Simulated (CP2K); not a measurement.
The system is BiTe.

```
Bi Te
1.0
     4.57498    0.00000    0.00000
     2.28749    3.96205    0.00000
     2.28749    1.32068    3.73546
Bi Te
1 1
Cartesian
  0.0000 0.0000 0.0000
  4.5750 2.6414 1.8677
```

Base run:

- Program: CP2K 2026.2
- Functional: LDA
- Potentials or basis: POTENTIAL_UZH Bi GTH-PBE-q5, Te GTH-PBE-q6; TZVP-MOLOPT-PBE-GTH basis
- Density cutoff: 9184 eV
- k mesh: 7 × 7 × 7
- Occupations: fermi-dirac, width 0.05 eV
- Spin: no spin polarisation

Its results: band gap on the k mesh none (metal or under the smearing width); pressure 0.3 GPa.

Task: The run is repeated on the same cell with these changes: functional from LDA to PBE. What comes out?

Result: Band gap on the k mesh none (metal or under the smearing width); pressure 1.5 GPa.

PBE binds less tightly than LDA, so the same cell stands under more pressure.

Caveats: spin-orbit coupling is left out, which moves the levels of the heavy elements; the basis of atomic orbitals isn't converged, which shifts pressures, moduli and gaps; the potentials were made for another functional, which shifts forces and pressure (some runs).
